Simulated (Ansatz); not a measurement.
# ZrTaN: the cost of one run

Computed with Ansatz 0.2.0 (DFT PBE, scalar-relativistic, plane waves, PAW, unless a step's input says otherwise).

## (1) The structure to begin with

It takes space group Cmmm (No. 65, orthorhombic). The conventional cell has a = 4.369 Å, b = 5.115 Å, c = 4.707 Å, α = 90.00°, β = 90.00°, γ = 90.00°. Zr (site symmetry mmm) is surrounded by 2 Ta at 2.35 Å. Ta (site symmetry mmm) has 2 N at 2.18 Å and 2 Zr at 2.35 Å in its first shell of neighbours. N (site symmetry mmm) is surrounded by 2 Ta at 2.18 Å.

Structure file:

```
Zr Ta N
1.0
     2.18447   -2.55772    0.00000
     2.18447    2.55772    0.00000
     0.00000    0.00000    4.70707
Zr Ta N
1 1 1
Direct
  0.00000 0.00000 0.00000
  0.00000 0.00000 0.50000
  0.50000 0.50000 0.50000
```

A structure generator made this guess: random cell by space group and Wyckoff sites (Cmmm, No. 65). Lengths come from tabulated atomic sizes and are only a guess.

## (2) Probe: one point on a coarse mesh

input.yaml reads:

```yaml
crystal:
  lattice:
    - [2.18446651, -2.55772159, 0.0]
    - [2.18446651, 2.55772159, 0.0]
    - [0.0, 0.0, 4.70706717]
  atoms:
    - { symbol: Zr, position: [0.0, 0.0, 0.0] }
    - { symbol: Ta, position: [0.0, 0.0, 0.5] }
    - { symbol: "N", position: [0.5, 0.5, 0.5] }
basis:
  ecutwfc: 420
kpoints:
  mp_grid: { grid: [6, 6, 4] }
hamiltonian:
  xc: pbe
scf:
  occupations: { method: gaussian, width: 0.1 }
  lower_state_search: "off"
output:
  forces: true
  stress: true
  eigenvalues: true
```

On the command line:

```
$ ansatz run input.yaml --threads 1 --pin off --max-ram 2560MiB --backend cpu --events-out ev --progress --plain --runs-dir out
```

Q: Estimate wall time and peak memory on 1 thread of Arm Neoverse V1, shared host.

About 2.6 s, with a peak of 0.34 GiB.
